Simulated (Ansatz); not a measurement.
# GaH₃Se: single points off equilibrium

A test off equilibrium: a structure displaced at random from a GFN2-xTB minimum is computed at several levels, and each is set against CCSD(T).

Computed with Ansatz 0.2.0, Gaussian basis. Level: single points in def2-TZVPP.

Correlated methods freeze the cores. Filled d shells of the heavier atoms are correlated.

## Step 1: Starting geometry

SMILES `[GaH2][SeH]`, 5 atoms, charge 0, spin multiplicity 1.

Atoms are counted from 1 here; the program's logs count them from 0.

Bond lengths: Ga1–Se2 2.362 Å, Ga1–H3 1.564 Å, Ga1–H4 1.536 Å, Se2–H5 1.460 Å. Angles: Se2–Ga1–H3 122.3°, Se2–Ga1–H4 122.3°, H3–Ga1–H4 115.4°, Ga1–Se2–H5 91.7°.

Geometry (Å):

```
Ga   -0.4980   -0.4670   -0.1017
Se    0.4415    1.6934    0.0729
H    -0.5458   -1.4575    1.1079
H    -1.1303   -0.9854   -1.4015
H     1.7819    1.1444    0.2552
```

## Step 2: CCSD(T)/def2-TZVPP

Input file run/in.yaml:

```yaml
crystal:
  periodic: [false, false, false]
  atoms:
    - {symbol: Ga, position_ang: [-0.498000, -0.467000, -0.101700]}
    - {symbol: Se, position_ang: [0.441500, 1.693400, 0.072900]}
    - {symbol: H, position_ang: [-0.545800, -1.457500, 1.107900]}
    - {symbol: H, position_ang: [-1.130300, -0.985400, -1.401500]}
    - {symbol: H, position_ang: [1.781900, 1.144400, 0.255200]}
basis:
  gaussian: {orbitals: def2-TZVPP}
correlation: {method: ccsd_t}
output: {forces: true}
```

No record of the launch command was kept for these runs.

## Step 3: PBE0-D4/def2-TZVPP

Edit run/in.yaml of step 2 so:

```diff
@@ -10,3 +10,3 @@
   gaussian: {orbitals: def2-TZVPP}
-correlation: {method: ccsd_t}
-output: {forces: true}
+hamiltonian: {xc: pbe0, dispersion: d4}
+output: {forces: true, orbitals: {seedname: orbitals}}
```

## Step 4: wB97M-V/def2-TZVPP

Edit run/in.yaml of step 3 so:

```diff
@@ -10,3 +10,3 @@
   gaussian: {orbitals: def2-TZVPP}
-hamiltonian: {xc: pbe0, dispersion: d4}
-output: {forces: true, orbitals: {seedname: orbitals}}
+hamiltonian: {xc: {name: wB97M-V}}
+output: {forces: true}
```

## Step 5: r2SCAN-D4/def2-TZVPP

Edit run/in.yaml of step 4 so:

```diff
@@ -10,3 +10,3 @@
   gaussian: {orbitals: def2-TZVPP}
-hamiltonian: {xc: {name: wB97M-V}}
+hamiltonian: {xc: r2scan, dispersion: d4}
 output: {forces: true}
```

## Step 6: PBE-D4/def2-TZVPP

Edit run/in.yaml of step 5 so:

```diff
@@ -10,3 +10,3 @@
   gaussian: {orbitals: def2-TZVPP}
-hamiltonian: {xc: r2scan, dispersion: d4}
+hamiltonian: {xc: pbe, dispersion: d4}
 output: {forces: true}
```

## Step 7: r2SCANh-D4/def2-TZVPP

Edit run/in.yaml of step 6 so:

```diff
@@ -10,3 +10,3 @@
   gaussian: {orbitals: def2-TZVPP}
-hamiltonian: {xc: pbe, dispersion: d4}
+hamiltonian: {xc: {name: r2SCANh}, dispersion: d4}
 output: {forces: true}
```

## Step 8: B97M-V/def2-TZVPP

Edit run/in.yaml of step 7 so:

```diff
@@ -10,3 +10,3 @@
   gaussian: {orbitals: def2-TZVPP}
-hamiltonian: {xc: {name: r2SCANh}, dispersion: d4}
+hamiltonian: {xc: {name: B97M-V}}
 output: {forces: true}
```

(Steps that only read results are left out.)

Before running it: what results should come out? Wanted: energy less free atoms, CCSD(T)/def2-TZVPP; RMS force component; RMS force error; HOMO and LUMO, PBE0-D4; T1 diagnostic.

As calculated:

| quantity | value |
| --- | --- |
| energy less free atoms, CCSD(T)/def2-TZVPP | -1118.5 kJ/mol |
| RMS force component | 0.194 to 0.300 eV/Å over the methods |
| RMS force error | PBE0-D4 0.051, wB97M-V 0.018, r2SCAN-D4 0.031, PBE-D4 0.164, r2SCANh-D4 0.020, B97M-V 0.057 eV/Å |
| HOMO and LUMO, PBE0-D4 | -6.91 and -2.00 eV |
| T1 diagnostic | 0.011 |

Against CCSD(T) the functionals' energies less atoms differ by -21.4 to +9.1 kJ/mol, PBE-D4 by +5.9 kJ/mol. The reference is not at the basis limit: in triple zeta CCSD(T) underbinds, which counts against methods that bind more; the gaps are no ranking. The forces of wB97M-V come nearest to CCSD(T), those of PBE-D4 are farthest.
